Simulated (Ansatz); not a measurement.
# C₂H₆InO radical: one species, many methods

The task here is to estimate one member of a computed series from the others.

Method: functionals in def2-TZVPP, the program's frozen cores in correlated methods; program: Ansatz 0.2.0, Gaussian basis.

Levels to be run: LDA (SPW92), PBE-D4, revPBE-D4, BLYP-D4, r2SCAN-D4, B97M-V, PBE0-D4, B3LYP-D4, r2SCANh-D4, r2SCAN0-D4, HSE06-D4, BHLYP-D4, CAM-B3LYP-D4, LC-ωPBE, ωB97X-V, ωB97M-V, B2PLYP, PBE-QIDH; CCSD(T)/def2-SVP; MP2/def2-TZVPP; MP2/def2-QZVPP; RPA on PBE.

### Structure used throughout

An earlier PBE0-D4 in a triple-zeta def2 set relaxation fixed the geometry. In takes the def2 core potential; no spin-orbit term is included.

10 atoms, charge 0, spin multiplicity 2.

Atoms are counted from 1 here; the program's logs count them from 0.

Bond lengths: C1–In2 2.113 Å, C1–H5 1.087 Å, C1–H6 1.087 Å, In2–C3 2.132 Å, In2–O4 2.002 Å, C3–H7 1.091 Å, C3–H8 1.089 Å, C3–H9 1.090 Å, O4–H10 0.959 Å. Angles: In2–C1–H5 122.5°, In2–C1–H6 123.6°, H5–C1–H6 113.9°, C1–In2–C3 134.9°, C1–In2–O4 113.7°, C3–In2–O4 111.5°, In2–C3–H7 110.2°, In2–C3–H8 108.8°, In2–C3–H9 110.8°, H7–C3–H8 109.1°, H7–C3–H9 108.3°, H8–C3–H9 109.5°, In2–O4–H10 113.9°.

Set-up of the first run:

in.yaml reads:

```yaml
crystal:
  periodic: [false, false, false]
  atoms:
    - {symbol: C, position_ang: [-1.568389, 1.308581, -0.676421]}
    - {symbol: In, position_ang: [0.102241, 0.107166, -0.195422]}
    - {symbol: C, position_ang: [0.542093, -1.317805, 1.328524]}
    - {symbol: O, position_ang: [1.647064, 0.341110, -1.447602]}
    - {symbol: H, position_ang: [-1.576051, 1.984258, -1.527965]}
    - {symbol: H, position_ang: [-2.492418, 1.311361, -0.104310]}
    - {symbol: H, position_ang: [-0.074478, -2.208685, 1.200645]}
    - {symbol: H, position_ang: [1.592629, -1.597170, 1.256472]}
    - {symbol: H, position_ang: [0.342926, -0.901907, 2.316707]}
    - {symbol: H, position_ang: [1.484394, 0.973090, -2.150650]}
basis:
  gaussian: {orbitals: def2-TZVPP}
magnetization: {spin_polarized: true, initial_magnetization: 1}
hamiltonian: {xc: lda}
output: {orbitals: {seedname: orbitals}}
```

Started as:

```sh
ansatz run in.yaml --threads 4 --pin off --events-out ev --progress --plain --max-ram 10444MiB
```

Steps of the session up to this table: LDA; PBE-D4 (GGA); revPBE-D4 (GGA); BLYP-D4 (GGA); r2SCAN-D4 (meta-GGA); B97M-V (meta-GGA); PBE0-D4 (hybrid); B3LYP-D4 (hybrid); r2SCANh-D4 (hybrid); r2SCAN0-D4 (hybrid); HSE06-D4 (hybrid); BHLYP-D4 (hybrid); CAM-B3LYP-D4 (range-separated); LC-ωPBE (range-separated); ωB97X-V (range-separated); ωB97M-V (range-separated); B2PLYP (double hybrid); PBE-QIDH (double hybrid).

One table of the session follows, with a row left open; its other results are not shown here.

It belongs to the step «Orbital energies across the functionals». 

| functional | HOMO (eV) | LUMO (eV) | gap (eV) |
| --- | --- | --- | --- |
| LDA (SPW92) | ? | ? | ? |
| PBE-D4 | -5.66 | -3.67 | 1.99 |
| revPBE-D4 | -5.61 | -3.51 | 2.10 |
| BLYP-D4 | -5.44 | -3.70 | 1.75 |
| r2SCAN-D4 | -6.12 | -3.10 | 3.02 |
| B97M-V | -5.85 | -3.46 | 2.39 |
| PBE0-D4 | -7.04 | -2.55 | 4.49 |
| B3LYP-D4 | -6.68 | -2.99 | 3.69 |
| r2SCANh-D4 | -6.63 | -2.74 | 3.90 |
| r2SCAN0-D4 | -7.40 | -2.21 | 5.19 |
| HSE06-D4 | -6.63 | -2.93 | 3.70 |
| BHLYP-D4 | -8.17 | -1.65 | 6.52 |
| CAM-B3LYP-D4 | -8.35 | -1.64 | 6.71 |
| LC-ωPBE | -9.92 | -0.22 | 9.70 |
| ωB97X-V | -9.28 | -0.66 | 8.62 |
| ωB97M-V | -9.07 | -0.89 | 8.18 |

**Question.** Estimate the row for LDA (SPW92).

As computed: HOMO (eV): -5.72; LUMO (eV): -4.27; gap (eV): 1.45. In the column «HOMO (eV)» it lies between B97M-V (-5.85) and PBE-D4 (-5.66).
